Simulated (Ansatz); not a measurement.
**Cl₂F₂H₂O₂Si₂: one species, many methods**

How much do the methods differ for Cl₂F₂H₂O₂Si₂? The plan is to run it at one geometry with functionals of several rungs and with coupled cluster. The yardstick is the atomisation energy at the CCSD(T) limit.

Computed with Ansatz 0.2.0, Gaussian basis. Level: functionals in def2-TZVPP, the program's frozen cores in correlated methods.

Plan: PBE-D4, r2SCAN-D4, PBE0-D4, B3LYP-D4, ωB97X-V, ωB97M-V, B2PLYP; CCSD(T)/def2-TZVPP; MP2/def2-QZVPP; extrapolation to the limit.

**1. The relaxed structure**

The geometry comes from an earlier relaxation with PBE0-D4 in a triple-zeta def2 set; it is a stationary point, not always the lowest conformer.

SMILES `O[SiH](Cl)O[Si](F)(F)Cl`, 10 atoms, charge 0, spin multiplicity 1.

Atoms are counted from 1 here; the program's logs count them from 0.

Bond lengths: O1–Si2 1.622 Å, O1–H9 0.959 Å, Si2–Cl3 2.029 Å, Si2–O4 1.633 Å, Si2–H10 1.471 Å, O4–Si5 1.599 Å, Si5–F6 1.571 Å, Si5–F7 1.572 Å, Si5–Cl8 2.010 Å. Angles: Si2–O1–H9 119.1°, O1–Si2–Cl3 106.3°, O1–Si2–O4 110.7°, O1–Si2–H10 113.1°, Cl3–Si2–O4 109.6°, Cl3–Si2–H10 109.8°, O4–Si2–H10 107.3°, Si2–O4–Si5 150.7°, O4–Si5–F6 108.3°, O4–Si5–F7 110.5°, O4–Si5–Cl8 112.2°, F6–Si5–F7 107.4°, F6–Si5–Cl8 109.2°, F7–Si5–Cl8 109.1°.

**2. PBE-D4 (GGA)**

The input, in.yaml:

```yaml
crystal:
  periodic: [false, false, false]
  atoms:
    - {symbol: O, position_ang: [-0.722154, -1.170223, -2.009710]}
    - {symbol: Si, position_ang: [-1.115138, -0.191242, -0.777818]}
    - {symbol: Cl, position_ang: [-1.182349, 1.687727, -1.541430]}
    - {symbol: O, position_ang: [0.013187, -0.264042, 0.399855]}
    - {symbol: Si, position_ang: [1.212132, 0.397193, 1.225111]}
    - {symbol: F, position_ang: [1.625945, -0.593996, 2.371820]}
    - {symbol: F, position_ang: [2.468641, 0.600856, 0.302835]}
    - {symbol: Cl, position_ang: [0.695282, 2.164481, 2.031320]}
    - {symbol: H, position_ang: [-0.586812, -2.103652, -1.837962]}
    - {symbol: H, position_ang: [-2.408733, -0.527093, -0.164021]}
basis:
  gaussian: {orbitals: def2-TZVPP}
hamiltonian: {xc: pbe, dispersion: d4}
output: {forces: true, orbitals: {seedname: orbitals}}
```

Started as:

```sh
$ ansatz run in.yaml --threads 2 --pin off --events-out ev --progress --plain --max-ram 22528MiB --backend cuda --devices 0, --max-vram 18GiB
```

Further steps of the session: r2SCAN-D4 (meta-GGA); PBE0-D4 (hybrid); B3LYP-D4 (hybrid); ωB97X-V (range-separated); ωB97M-V (range-separated); B2PLYP (double hybrid); CCSD(T) in def2-TZVPP; MP2 in def2-QZVPP.

**Question.** What will the summary of the whole plan be? Wanted: atomisation energy, CCSD(T)/CBS; farthest; mean size of error, hybrid; mean size of error, range-separated; gap, smallest and largest; T1 diagnostic; triples share of the correlation energy.

**Answer**, as computed:

| quantity | value |
| --- | --- |
| atomisation energy, CCSD(T)/CBS | 43.848 eV |
| functionals within 0.219 eV (0.5 %) | PBE-D4, r2SCAN-D4, ωB97X-V, ωB97M-V |
| farthest | B2PLYP (-1.019 eV) |
| mean size of error, hybrid | 0.928 eV |
| mean size of error, range-separated | 0.186 eV |
| gap, smallest and largest | 7.45 eV (PBE-D4), 14.26 eV (ωB97X-V) |
| T1 diagnostic | 0.0109 |
| triples share of the correlation energy | 3.4 % |

What this shows: PBE-D4 misses by +0.019 eV. Double hybrids carry the basis error of their MP2 part in triple zeta, and no dispersion term here, so their miss is partly the set-up's. The reference freezes the cores and leaves out relativity and excitations past (T), so misses under about 0.219 eV can't be ranked. Hartree-Fock recovers 73 % of the binding; the rest is correlation. The gap grows from 7.4 to 14.3 eV across the functionals, mostly with the share of exact exchange.
